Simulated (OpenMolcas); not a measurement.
# Ir²⁺ among point charges: CASSCF and CASPT2 levels and susceptibility

How does a field of 6 point charges split the states of Ir²⁺, and what χT follows?

Method: state-averaged CASSCF and CASPT2, spin-orbit coupling by RASSI with atomic mean-field integrals. Code: OpenMolcas 26.06.

## Step 1: Starting point

```
Species                           : Ir²⁺ (iridium, Z = 77, 75 electrons)
Basis                             : ANO-RCC-VTZP [8s7p5d3f1g], 84 functions
Scalar Hamiltonian                : DKH2, point nucleus
Inactive shells                   : 1s 2s 2p 3s 3p 3d 4s 4p 4d 4f 5s 5p
Active space                      : 7 electrons in 5 orbitals (5d)
Some configurations of this space : 5d⁷
Orbitals                          : optimised for each spin and parity, averaged over all roots
```

Outer shells as boxes (Hund's rule):

5d7
```
5d [↑↓][↑↓][↑ ][↑ ][↑ ]
```

The ion sits among 6 point charges of -1 e arranged as a tetragonal octahedron (D4h), 2.23 Å from the ion, with the axial distance 2.431 Å.

Each step is its own input file, run in one work folder so that later steps find the files of earlier ones. Labels, J, g values, rates, χT and fits are worked out afterwards by a script from the matrices that RASSI stores. The input lists half of the charges; inversion (Group=XYZ) makes the rest.

## Step 2: GATEWAY and SEWARD: basis and integrals

a.inp reads:

```
&GATEWAY
Coord
1

Ir 0.0 0.0 0.0
Basis=ANO-RCC-VTZP
Group=XYZ
NoMove
AngMom=0.0 0.0 0.0
AMFI
XField
3 Angstrom 0
2.230000 0.000000 0.000000 -1.000000
0.000000 2.230000 0.000000 -1.000000
0.000000 0.000000 2.430700 -1.000000
&SEWARD
```

## Step 3: Reference wave functions, quartets of even parity, 10 roots

a.inp reads:

```
&RASSCF
FileOrb=start.orb
Symmetry=1
Spin=4
nActEl=7 0 0
Inactive=15 19
Ras2=5 0
CIRoot=10 10 1
SDav=10
CIMx=300
Iter=120 100
PrWF=0.3
OrbListing=Nothing
MaxOrb=0
>>> COPY $Project.JobIph JOB001
```

start.orb holds the contracted functions of the basis, ordered by shell, or the orbitals of the step before.

## Step 4: CASSCF: doublets of even parity, 40 roots

a.inp reads:

```
&RASSCF
FileOrb=start.orb
Symmetry=1
Spin=2
nActEl=7 0 0
Inactive=15 19
Ras2=5 0
CIRoot=40 40 1
SDav=40
CIMx=300
Iter=120 100
PrWF=0.3
OrbListing=Nothing
MaxOrb=0
>>> COPY $Project.JobIph JOB002
```

## Step 5: RASSI: spin-orbit coupling between the states

a.inp reads:

```
&RASSI
NrOfJobIphs=2 10 40
1 2 3 4 5 6 7 8 9 10
1 2 3 4 5 6 7 8 9 10 11 12 13 14 15 16 17 18 19 20 21 22 23 24 25 26 27
28 29 30 31 32 33 34 35 36 37 38 39 40
IphNames
JOB001
JOB002
EJob
SpinOrbit
DIPRint=1.0
SOCoupling=1000.0
Subsets=2
Property=9
'ANGMOM' 1 'ANGMOM' 2 'ANGMOM' 3 'MLTPL  1' 1 'MLTPL  1' 2 'MLTPL  1' 3
'AMFI' 1 'AMFI' 2 'AMFI' 3
SOProperty=3
'ANGMOM' 1 'ANGMOM' 2 'ANGMOM' 3
```

## Step 6: CASPT2: IPEA 0.25, imaginary shift 0.1 (closed shells correlated: 5s 5p)

a.inp reads:

```
>>> COPY JOB001 $Project.JobIph
&CASPT2
Multistate=10 1 2 3 4 5 6 7 8 9 10
NoMult
Frozen=14 16
IPEA=0.25
Imaginary=0.1
MaxIter=60
WThr=0.0 0.3 0.05
PrWF=0.5
NoMix
>>> COPY JOB002 $Project.JobIph
&CASPT2
Multistate=40 1 2 3 4 5 6 7 8 9 10 11 12 13 14 15 16 17 18 19 20 21 22
23 24 25 26 27 28 29 30 31 32 33 34 35 36 37 38 39 40
NoMult
Frozen=14 16
IPEA=0.25
Imaginary=0.1
MaxIter=60
WThr=0.0 0.3 0.05
PrWF=0.5
NoMix
```

(Steps that only read results are left out.)

Q: Predict the outcome of this session. Wanted: spin-free ground state; first state of the same spin within the active space; lowest level; next level.

The runs gave:

| quantity | value |
| --- | --- |
| method | SS-CASPT2, IPEA 0.25, imaginary shift 0.1 (closed shells correlated: 5s 5p) |
| spin-free ground state | 4A2, 1-fold in its orbital part |
| first state of the same spin within the active space | 4E at 200 cm⁻¹ |
| lowest level | 2-fold E1/2, g = 2.92, 5.79, 5.79 |
| next level | 687.5 cm⁻¹ |
| χT at 300 K | 3.78 cm³ K/mol |
| effective moment at 300 K | 5.50 μB |

Cost by method:

```tsv
method	time of its own steps	time with the reference
A. CASSCF	21 s	21 s
B. SS-CASPT2, IPEA 0.25, imaginary shift 0.1, +5s 5p	17 s	38 s
```

Times are of one thread on a shared host.

**Reading.** The spin-free ground state (4A2) comes to 98 % from free-ion F terms and keeps the highest spin of the shell. χT at 300 K is 3.78, against 1.88 cm³ K/mol for the spin alone, so orbital moment adds to it. An active space of the d shell alone favours high spin; real ions in strong fields can be low spin. The field of point charges can differ much from that of real complexes. With metal d orbitals alone active, the gaps between spin states are rough; where two lie within a few thousand cm-1, their order is open. Point charges carry no covalency, so the field is a model and not that of real ligands.
